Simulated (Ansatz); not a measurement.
**CH₅GeNOS: small, medium and large basis sets**

How large a basis does CH₅GeNOS need? Two functionals are run in growing sets.

The runs use Ansatz 0.2.0, Gaussian basis; one geometry, several basis sets.

Plan: PBE0-D4/def2-SVP; ωB97M-V/def2-SVP; PBE0-D4/def2-QZVPP; ωB97M-V/def2-QZVPP; the functionals' def2-TZVPP values are taken from earlier runs.

**1. Structure used throughout**

An earlier PBE0-D4 in a triple-zeta def2 set relaxation fixed the geometry.

10 atoms, charge 0, spin multiplicity 1.

Atoms are counted from 1 here; the program's logs count them from 0.

Bond lengths: O1–C2 1.208 Å, C2–S3 1.796 Å, C2–N4 1.350 Å, S3–H6 1.340 Å, N4–Ge5 1.867 Å, N4–H7 1.007 Å, Ge5–H8 1.530 Å, Ge5–H9 1.536 Å, Ge5–H10 1.530 Å. Angles: O1–C2–S3 123.0°, O1–C2–N4 123.3°, S3–C2–N4 113.7°, C2–S3–H6 93.1°, C2–N4–Ge5 118.1°, C2–N4–H7 118.8°, Ge5–N4–H7 123.2°, N4–Ge5–H8 109.1°, N4–Ge5–H9 103.1°, N4–Ge5–H10 109.0°, H8–Ge5–H9 111.5°, H8–Ge5–H10 112.3°, H9–Ge5–H10 111.5°.

**2. PBE0-D4 in def2-SVP**

The input, in.yaml:

```yaml
crystal:
  periodic: [false, false, false]
  atoms:
    - {symbol: O, position_ang: [0.446274, -1.558983, 0.493927]}
    - {symbol: C, position_ang: [0.310973, -0.441153, 0.932701]}
    - {symbol: S, position_ang: [0.611585, -0.021774, 2.652813]}
    - {symbol: N, position_ang: [-0.079614, 0.608418, 0.178082]}
    - {symbol: Ge, position_ang: [-0.426770, 0.308754, -1.631581]}
    - {symbol: H, position_ang: [0.948195, -1.277800, 2.976433]}
    - {symbol: H, position_ang: [-0.170499, 1.511374, 0.614310]}
    - {symbol: H, position_ang: [0.852378, -0.183463, -2.310707]}
    - {symbol: H, position_ang: [-0.835362, 1.698067, -2.142788]}
    - {symbol: H, position_ang: [-1.574061, -0.694640, -1.760290]}
basis:
  gaussian: {orbitals: def2-SVP}
hamiltonian: {xc: pbe0, dispersion: d4}
output: {orbitals: {seedname: orbitals}}
```

The runs that follow: ωB97M-V in def2-SVP; PBE0-D4 in def2-QZVPP; ωB97M-V in def2-QZVPP.

**Question.** What will the summary of the whole plan be? Wanted: PBE0-D4: double and triple zeta above quadruple; ωB97M-V: double and triple zeta above quadruple.

The runs gave:

| quantity | value |
| --- | --- |
| PBE0-D4: double and triple zeta above quadruple | 18.05, 1.81 eV |
| ωB97M-V: double and triple zeta above quadruple | 18.11, 1.75 eV |

**Reading.** PBE0-D4 gains 16.24 eV from double to triple zeta, then 1.81 eV more. Total energies overstate the basis error of differences, where much of it tends to cancel. The LUMO of ωB97M-V is positive and keeps falling with the basis (2.28 to 1.15 eV): an unbound level that the basis holds in place.
